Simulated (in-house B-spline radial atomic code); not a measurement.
# Al⁴⁺: density, ELF and screening along the radius

Aim: the shell structure of Al⁴⁺ in the radial density, the electron localisation function and the screened nuclear charge, under several settings.

Method: several methods, spin-polarised, as named in each step; spherical all-electron atom at the radial basis limit. Code: in-house B-spline radial atomic code version 1.

## 1. The system

| Quantity | Value |
| --- | --- |
| element | aluminium (Z = 13) |
| charge | +4 |
| electrons | 9 |
| configuration | [He] 2s2 2p5 |
| nucleus | point (non-relativistic runs) or finite (X2C runs) |

The outer shells:

[He] 2s2 2p5
```
[He] core
2s [↑↓]
2p [↑↓][↑↓][↑ ]
```

Where spins are not typed, each open shell is filled with up spins first.

## 2. LDA (VWN5), X2C

Settings, as recorded:

```ini
Z = 13
electrons = 9.0
configuration = [He] 2s2 2p5
hamiltonian = x2c
method = lda,vwn
spin_polarised = True
nucleus = fermi
rms_radius = 3.061
mass_number = 27
atomic_mass = 26.981538408
speed_of_light = 137.035999084
```

On the command line:

```sh
$ python run_scf.py task.json out
```

The settings of every run stand in task.json; they run in order.

From the run's result record (rounded, not every field):

```text
{
  "status": "converged",
  "scf [iteration, energy, orbital gradient]": [
    [1, -230.615814986, 0.551],
    [2, -234.451854278, 0.281],
    [3, -235.261667018, 0.0847],
    [4, -235.345610444, 0.0242],
    [5, -235.351587034, 0.011],
    [6, -235.353197226, 0.000113],
    [7, -235.353197328, 3.52e-06],
    [8, -235.353197328, 1.83e-07]
  ],
  "energy [hartree]": {"total": -235.353197328, "kinetic": 235.690275197, "nuclear": -541.007432212, "coulomb": 85.6293208844, "xc": -15.6653611967},
  "orbitals [hartree, bohr; first row names the columns]": [
    ["name", "occ", "eps", "<r>", "<r^2>", "<1/r>", "r_max"],
    ["1s up", 1.0, -58.204721, 0.12044, 0.019551, 12.635, 0.078466],
    ["1s down", 1.0, -58.142326, 0.12034, 0.019516, 12.643, 0.078433],
    ["2s up", 1.0, -6.5002333, 0.60429, 0.43456, 2.4286, 0.48856],
    ["2s down", 1.0, -6.396825, 0.60751, 0.43949, 2.4139, 0.49008],
    ["2p up", 3.0, -5.1502851, 0.56382, 0.39734, 2.3257, 0.41362],
    ["2p down", 2.0, -5.0358569, 0.56884, 0.40506, 2.3097, 0.41586]
  ],
  "sum_r [bohr^k]": {"-1": 41.71668, "1": 4.281741, "2": 2.915273},
  "radius_at_0.001 [bohr]": 1.841,
  "radius_enclosing_fraction [bohr]": {"0.5": 0.4446, "0.9": 0.8898, "0.99": 1.376},
  "slater [hartree]": {
    "F0(2s up,2s up)": 1.5,
    "F0(2s up,2s down)": 1.4962,
    "F0(2s up,2p up)": 1.5507,
    "G1(2s up,2p up)": 0.92357,
    "F0(2s up,2p down)": 1.5449,
    "F0(2s down,2s down)": 1.4923,
    "F0(2s down,2p up)": 1.5464,
    "F0(2s down,2p down)": 1.5406,
    "G1(2s down,2p down)": 0.91845,
    "F0(2p up,2p up)": 1.628,
    "F2(2p up,2p up)": 0.751,
    "F0(2p up,2p down)": 1.6212,
    "F2(2p up,2p down)": 0.74712,
    "F0(2p down,2p down)": 1.6144,
    "F2(2p down,2p down)": 0.74331
  }
}
```

It took 0.06 s on 1 thread, shared host.

radius_at_0.001 is where the density falls to 0.001 electrons per bohr³.

Fields along the radius, from the same record (one point in 2):

| r (bohr) | 4πr²n (1/bohr) | ELF | screened charge r·V (e) | reduced gradient s | 4πr²(n↑−n↓) |
| --- | --- | --- | --- | --- | --- |
| 0.00975 | 1.357 | 0.9999 | 12.60 | 0.4577 | -0.0001291 |
| 0.0133 | 2.280 | 0.9999 | 12.45 | 0.4526 | -0.0001416 |
| 0.0180 | 3.666 | 0.9999 | 12.26 | 0.4581 | 0.00001 |
| 0.0245 | 5.697 | 0.9998 | 12.01 | 0.4749 | 0.0007716 |
| 0.0334 | 8.362 | 0.9996 | 11.68 | 0.5052 | 0.003538 |
| 0.0454 | 11.29 | 0.9990 | 11.27 | 0.5529 | 0.01201 |
| 0.0618 | 13.72 | 0.9967 | 10.76 | 0.6258 | 0.03578 |
| 0.0840 | 14.50 | 0.9841 | 10.17 | 0.7329 | 0.09561 |
| 0.114 | 12.97 | 0.8905 | 9.496 | 0.8717 | 0.2295 |
| 0.155 | 10.03 | 0.4614 | 8.740 | 0.9492 | 0.4915 |
| 0.212 | 8.202 | 0.1897 | 7.866 | 0.6712 | 0.9182 |
| 0.288 | 9.278 | 0.3783 | 6.899 | 0.3326 | 1.403 |
| 0.391 | 11.38 | 0.7466 | 5.886 | 0.3709 | 1.687 |
| 0.532 | 10.86 | 0.8617 | 4.983 | 0.5757 | 1.498 |
| 0.724 | 6.934 | 0.8472 | 4.374 | 0.9253 | 0.9049 |
| 0.985 | 2.671 | 0.6844 | 4.092 | 1.649 | 0.3348 |
| 1.34 | 0.5393 | 0.2468 | 4.012 | 3.536 | 0.06499 |
| 1.82 | 0.04748 | 0.01537 | 4.001 | 9.835 | 0.005389 |

## 3. PBE, X2C

The settings differ from step 2 so:

```diff
@@ -4,3 +4,3 @@
 hamiltonian = x2c
-method = lda,vwn
+method = pbe,pbe
 spin_polarised = True
```

Results of the run:

```text
{
  "status": "converged",
  "iterations": 8,
  "energy [hartree]": {"total": -236.282460546, "kinetic": 236.872777957, "nuclear": -542.28324698, "coulomb": 85.7557748478, "xc": -16.6277663713},
  "orbitals [hartree, bohr; first row names the columns]": [
    ["name", "occ", "eps", "<r>"],
    ["1s up", 1.0, -58.457344, 0.12001],
    ["1s down", 1.0, -58.404078, 0.11991],
    ["2s up", 1.0, -6.5283298, 0.60205],
    ["2s down", 1.0, -6.4205191, 0.60529],
    ["2p up", 3.0, -5.150291, 0.56373],
    ["2p down", 2.0, -5.0323639, 0.56875]
  ],
  "sum_r [bohr^k]": {"-1": 41.81578, "1": 4.275948, "2": 2.907542}
}
```

It took 0.06 s on 1 thread, shared host.

Fields along the radius, from the same record (one point in 4):

| r (bohr) | 4πr²n (1/bohr) | ELF | screened charge r·V (e) | reduced gradient s | 4πr²(n↑−n↓) |
| --- | --- | --- | --- | --- | --- |
| 0.00974 | 1.367 | 0.9999 | 12.60 | 0.4579 | -0.00008 |
| 0.0180 | 3.697 | 0.9999 | 12.26 | 0.4582 | 0.0001423 |
| 0.0333 | 8.394 | 0.9996 | 11.68 | 0.5051 | 0.003776 |
| 0.0617 | 13.78 | 0.9968 | 10.76 | 0.6264 | 0.03587 |
| 0.114 | 12.97 | 0.8903 | 9.493 | 0.8752 | 0.2285 |
| 0.211 | 8.165 | 0.1874 | 7.877 | 0.6783 | 0.9056 |
| 0.390 | 11.41 | 0.7473 | 5.890 | 0.3673 | 1.690 |
| 0.722 | 6.968 | 0.8472 | 4.375 | 0.9267 | 0.9120 |
| 1.34 | 0.5358 | 0.2427 | 4.012 | 3.527 | 0.06464 |

## 4. Hartree-Fock, X2C

The settings differ from step 3 so:

```diff
@@ -4,3 +4,3 @@
 hamiltonian = x2c
-method = pbe,pbe
+method = hf
 spin_polarised = True
```

Results of the run:

```text
{
  "status": "converged",
  "iterations": 9,
  "energy [hartree]": {"total": -236.078683866, "kinetic": 236.959172588, "nuclear": -542.447997694, "coulomb": 85.0524817164, "exact_exchange": -15.6423404768},
  "orbitals [hartree, bohr; first row names the columns]": [
    ["name", "occ", "eps", "<r>"],
    ["1s up", 1.0, -61.572748, 0.11978],
    ["1s down", 1.0, -61.466898, 0.11953],
    ["2s up", 1.0, -7.5060324, 0.59681],
    ["2s down", 1.0, -7.1848636, 0.60367],
    ["2p up", 3.0, -5.8520503, 0.56242],
    ["2p down", 2.0, -5.6909248, 0.56796]
  ],
  "sum_r [bohr^k]": {"-1": 41.8282, "1": 4.262975, "2": 2.879133}
}
```

It took 0.1 s on 1 thread, shared host.

The record's radial tables, every 4th point:

| r (bohr) | 4πr²n (1/bohr) | ELF | screened charge r·V (e) | reduced gradient s | 4πr²(n↑−n↓) |
| --- | --- | --- | --- | --- | --- |
| 0.00973 | 1.362 | 0.9999 | 12.60 | 0.4565 | 0.0002132 |
| 0.0180 | 3.692 | 0.9999 | 12.26 | 0.4567 | 0.0009116 |
| 0.0333 | 8.395 | 0.9996 | 11.68 | 0.5036 | 0.005347 |
| 0.0616 | 13.80 | 0.9970 | 10.76 | 0.6248 | 0.03695 |
| 0.114 | 12.98 | 0.8933 | 9.492 | 0.8779 | 0.2238 |
| 0.211 | 8.108 | 0.1821 | 7.876 | 0.6794 | 0.8999 |
| 0.389 | 11.43 | 0.7485 | 5.892 | 0.3622 | 1.714 |
| 0.720 | 7.053 | 0.8480 | 4.371 | 0.9236 | 0.9225 |
| 1.33 | 0.5356 | 0.2387 | 4.012 | 3.598 | 0.05928 |

## 5. PW91, X2C

The settings differ from step 4 so:

```diff
@@ -4,3 +4,3 @@
 hamiltonian = x2c
-method = hf
+method = pw91,pw91
 spin_polarised = True
```

Results of the run:

```text
{
  "status": "converged",
  "iterations": 8,
  "energy [hartree]": {"total": -236.387748954, "kinetic": 236.967623938, "nuclear": -542.406781769, "coulomb": 85.7886515, "xc": -16.7372426237},
  "orbitals [hartree, bohr; first row names the columns]": [
    ["name", "occ", "eps", "<r>"],
    ["1s up", 1.0, -58.487545, 0.12001],
    ["1s down", 1.0, -58.432698, 0.11991],
    ["2s up", 1.0, -6.5322215, 0.60209],
    ["2s down", 1.0, -6.4250825, 0.6053],
    ["2p up", 3.0, -5.1578915, 0.56345],
    ["2p down", 2.0, -5.0405955, 0.56844]
  ],
  "sum_r [bohr^k]": {"-1": 41.82531, "1": 4.274524, "2": 2.906216}
}
```

It took 0.07 s on 1 thread, shared host.

Fields along the radius, from the same record (one point in 4):

| r (bohr) | 4πr²n (1/bohr) | ELF | screened charge r·V (e) | reduced gradient s | 4πr²(n↑−n↓) |
| --- | --- | --- | --- | --- | --- |
| 0.00974 | 1.368 | 0.9999 | 12.60 | 0.4580 | -0.00009 |
| 0.0180 | 3.697 | 0.9999 | 12.26 | 0.4583 | 0.0001035 |
| 0.0333 | 8.395 | 0.9996 | 11.68 | 0.5052 | 0.003703 |
| 0.0617 | 13.78 | 0.9967 | 10.76 | 0.6264 | 0.03586 |
| 0.114 | 12.97 | 0.8899 | 9.492 | 0.8748 | 0.2291 |
| 0.211 | 8.179 | 0.1879 | 7.876 | 0.6773 | 0.9080 |
| 0.390 | 11.41 | 0.7473 | 5.888 | 0.3681 | 1.690 |
| 0.722 | 6.964 | 0.8472 | 4.375 | 0.9265 | 0.9110 |
| 1.34 | 0.5341 | 0.2420 | 4.013 | 3.522 | 0.06433 |

## 6. revTPSS, X2C

The settings differ from step 5 so:

```diff
@@ -4,3 +4,3 @@
 hamiltonian = x2c
-method = pw91,pw91
+method = revtpss,revtpss
 spin_polarised = True
```

Results of the run:

```text
{
  "status": "converged",
  "iterations": 7,
  "energy [hartree]": {"total": -236.344354905, "kinetic": 236.916573917, "nuclear": -542.306078879, "coulomb": 85.7382401413, "xc": -16.6930900843},
  "orbitals [hartree, bohr; first row names the columns]": [
    ["name", "occ", "eps", "<r>"],
    ["1s up", 1.0, -58.737352, 0.11981],
    ["1s down", 1.0, -58.683896, 0.11971],
    ["2s up", 1.0, -6.588951, 0.6004],
    ["2s down", 1.0, -6.4707071, 0.60384],
    ["2p up", 3.0, -5.1605682, 0.56421],
    ["2p down", 2.0, -5.0332957, 0.56954]
  ],
  "sum_r [bohr^k]": {"-1": 41.81747, "1": 4.275484, "2": 2.904231}
}
```

Run time: 0.09 s. Hardware: 1 thread, shared host.

Meta-GGA runs start from a PBE run whose iterations are not counted.

The record's radial tables, every 4th point:

| r (bohr) | 4πr²n (1/bohr) | ELF | screened charge r·V (e) | reduced gradient s | 4πr²(n↑−n↓) |
| --- | --- | --- | --- | --- | --- |
| 0.00973 | 1.365 | 0.9999 | 12.60 | 0.4567 | 0.0002849 |
| 0.0180 | 3.697 | 0.9999 | 12.26 | 0.4573 | 0.001044 |
| 0.0333 | 8.401 | 0.9996 | 11.68 | 0.5044 | 0.005422 |
| 0.0616 | 13.79 | 0.9969 | 10.76 | 0.6255 | 0.03677 |
| 0.114 | 12.97 | 0.8919 | 9.494 | 0.8772 | 0.2254 |
| 0.211 | 8.121 | 0.1842 | 7.879 | 0.6787 | 0.9031 |
| 0.390 | 11.42 | 0.7490 | 5.891 | 0.3665 | 1.694 |
| 0.721 | 7.011 | 0.8475 | 4.376 | 0.9197 | 0.9154 |
| 1.33 | 0.5543 | 0.2469 | 4.013 | 3.491 | 0.06659 |

## 7. The runs side by side

| run | total energy (hartree) | highest level (eV) | radius holding 50 / 90 / 99 % (bohr) | radius at n = 0.001 (bohr) | ELF minima on the full grid (bohr) |
| --- | --- | --- | --- | --- | --- |
| LDA (VWN5), X2C | -235.3532 | -137.03 | 0.445 / 0.890 / 1.38 | 1.84 | 0.21 |
| PBE, X2C | -236.2825 | -136.94 | 0.444 / 0.888 / 1.38 | 1.84 | 0.21 |
| Hartree-Fock, X2C | -236.0787 | -154.86 | 0.445 / 0.883 / 1.36 | 1.82 | 0.21 |
| PW91, X2C | -236.3877 | -137.16 | 0.444 / 0.888 / 1.38 | 1.84 | 0.21 |
| revTPSS, X2C | -236.3444 | -136.96 | 0.445 / 0.887 / 1.37 | 1.84 | 0.21 |

In the first run ELF has 1 minimum on the grid, which marks the borders between shells. On the record's full grid the screened charge (r times the electrostatic potential) falls from 12.9 near the nucleus to 4.00 at 2.1 bohr; far out it tends to the net charge, 4. The grid is coarse (about 17 % a step), so the places of minima are rough. For X2C runs ELF uses the non-relativistic kinetic energy density, and the fields carry no picture-change correction.
